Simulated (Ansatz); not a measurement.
Crystal: SnSeS.

```
CELL_PARAMETERS angstrom
3.76020 0.00000 0.00000
-1.88010 3.25643 0.00000
0.00000 0.00000 6.36403
ATOMIC_POSITIONS crystal
Sn 0.33333 0.66667 0.00765
Se 0.00000 0.00000 0.75771
S 0.66667 0.33333 0.23464
```

The cell comes from a database or a generator and needn't be the stable form of this composition.

* Program: Ansatz 0.2.0
* Task: relaxation of cell and atoms
* Functional: PBE
* Potentials or basis: Ansatz PAW
* Cutoff: 420 eV (not typed: the program's choice for these potentials)
* k mesh: 8 × 8 × 4
* Occupations: fermi-dirac, width 0.05 eV
* Spin: no spin polarisation

At the start: volume 25.98 Å³/atom.

Question: How do energy, volume and symmetry change on relaxing?

Answer: It ends after 9 steps and the volume is 28.63 Å³/atom (+10.2 %); space group P3m1 (No. 156, to 0.05 Å).

The path:
| step | energy change (eV) | largest force (eV/Å) | volume (Å³) |
| --- | --- | --- | --- |
| 1 | 0.0000 | 0.2604 | 77.93 |
| 2 | -0.0025 | 0.4198 | 81.14 |
| 3 | -0.0132 | 0.0692 | 82.16 |
| 4 | -0.0182 | 0.0140 | 83.01 |
| 5 | -0.0197 | 0.0089 | 84.25 |
| 6 | -0.0198 | 0.0041 | 85.06 |
| 7 | -0.0198 | 0.0007 | 85.51 |
| 8 | -0.0198 | 0.0019 | 85.88 |
| 9 | -0.0219 | 0.0005 | 85.88 |

Final structure:
```
CELL_PARAMETERS angstrom
3.78855 0.00000 0.00000
-1.89428 3.28098 0.00000
0.00000 0.00000 6.90903
ATOMIC_POSITIONS crystal
Sn 0.33333 0.66667 0.00724
Se 0.00000 0.00000 0.77410
S 0.66667 0.33333 0.21866
```

Caveat: the plane-wave basis is chosen anew once the cell has moved, so the energies of steps on either side of that aren't comparable; this functional lacks dispersion, which binds the layers, so the pressure and a relaxed spacing across them are unreliable.
